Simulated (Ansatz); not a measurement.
# C₃H₉FHf: small, medium and large basis sets

An exercise on one series of results from a longer session: the logs are not shown, and one member is left open.

Method: one geometry, several basis sets; program: Ansatz 0.2.0, Gaussian basis.

Levels to be run: PBE0-D4/def2-SVP; ωB97M-V/def2-SVP; PBE0-D4/def2-QZVPP; ωB97M-V/def2-QZVPP; the functionals' def2-TZVPP values are taken from earlier runs.

1 further run of the same task is left out (for a known fault of the program). Runs told in other sessions of the task aren't counted.

### Structure used throughout

An earlier PBE0-D4 in a triple-zeta def2 set relaxation fixed the geometry. Hf takes the def2 core potential; no spin-orbit term is included.

SMILES `[CH3][Hf]([CH3])([CH3])[F]`, 14 atoms, charge 0, spin multiplicity 1.

Atoms are counted from 1 here; the program's logs count them from 0.

Bond lengths: C1–Hf2 2.214 Å, C1–H6 1.098 Å, C1–H7 1.096 Å, C1–H8 1.098 Å, Hf2–C3 2.214 Å, Hf2–C4 2.214 Å, Hf2–F5 1.906 Å, C3–H9 1.096 Å, C3–H10 1.098 Å, C3–H11 1.098 Å, C4–H12 1.098 Å, C4–H13 1.096 Å, C4–H14 1.097 Å. Angles: Hf2–C1–H6 111.1°, Hf2–C1–H7 113.3°, Hf2–C1–H8 110.5°, H6–C1–H7 107.3°, H6–C1–H8 107.1°, H7–C1–H8 107.3°, C1–Hf2–C3 108.4°, C1–Hf2–C4 108.0°, C1–Hf2–F5 111.0°, C3–Hf2–C4 107.8°, C3–Hf2–F5 110.9°, C4–Hf2–F5 110.7°, Hf2–C3–H9 113.3°, Hf2–C3–H10 110.8°, Hf2–C3–H11 110.8°, H9–C3–H10 107.3°, H9–C3–H11 107.2°, H10–C3–H11 107.1° and more.

Set-up of the first run:

The input, in.yaml:

```yaml
crystal:
  periodic: [false, false, false]
  atoms:
    - {symbol: C, position_ang: [-1.665917, 1.230230, -0.179023]}
    - {symbol: Hf, position_ang: [0.375193, 0.388455, -0.343760]}
    - {symbol: C, position_ang: [1.186597, 0.118616, 1.698598]}
    - {symbol: C, position_ang: [0.214618, -1.613435, -1.276627]}
    - {symbol: F, position_ang: [1.501857, 1.525933, -1.377735]}
    - {symbol: H, position_ang: [-1.811041, 1.726990, 0.788970]}
    - {symbol: H, position_ang: [-1.896889, 1.964079, -0.959079]}
    - {symbol: H, position_ang: [-2.417605, 0.432783, -0.247920]}
    - {symbol: H, position_ang: [1.813170, 0.953901, 2.030713]}
    - {symbol: H, position_ang: [0.374454, 0.008445, 2.429034]}
    - {symbol: H, position_ang: [1.798809, -0.790696, 1.757773]}
    - {symbol: H, position_ang: [-0.062014, -2.365215, -0.525655]}
    - {symbol: H, position_ang: [1.149083, -1.946982, -1.741956]}
    - {symbol: H, position_ang: [-0.560315, -1.633112, -2.053344]}
basis:
  gaussian: {orbitals: def2-SVP}
hamiltonian: {xc: pbe0, dispersion: d4}
output: {orbitals: {seedname: orbitals}}
```

On the command line:

```bash
ansatz run in.yaml --threads 4 --pin off --events-out ev --progress --plain --max-ram 11315MiB
```

Steps of the session up to this table: PBE0-D4 in def2-SVP; ωB97M-V in def2-SVP; PBE0-D4 in def2-QZVPP; ωB97M-V in def2-QZVPP.

One table of the session follows, with a row left open; its other results are not shown here.

It belongs to the step «Functionals by basis». 

```
functional       basis  HOMO (eV)
   PBE0-D4    def2-SVP      -7.56
   PBE0-D4  def2-TZVPP      -7.61
   PBE0-D4  def2-QZVPP      -7.61
   ωB97M-V    def2-SVP      -9.85
   ωB97M-V  def2-TZVPP          ?
   ωB97M-V  def2-QZVPP      -9.92
```

Estimate the missing values for ωB97M-V, def2-TZVPP.

The run gave: HOMO (eV): -9.91. In the column «HOMO (eV)» it lies between ωB97M-V, def2-QZVPP (-9.92) and ωB97M-V, def2-SVP (-9.85).
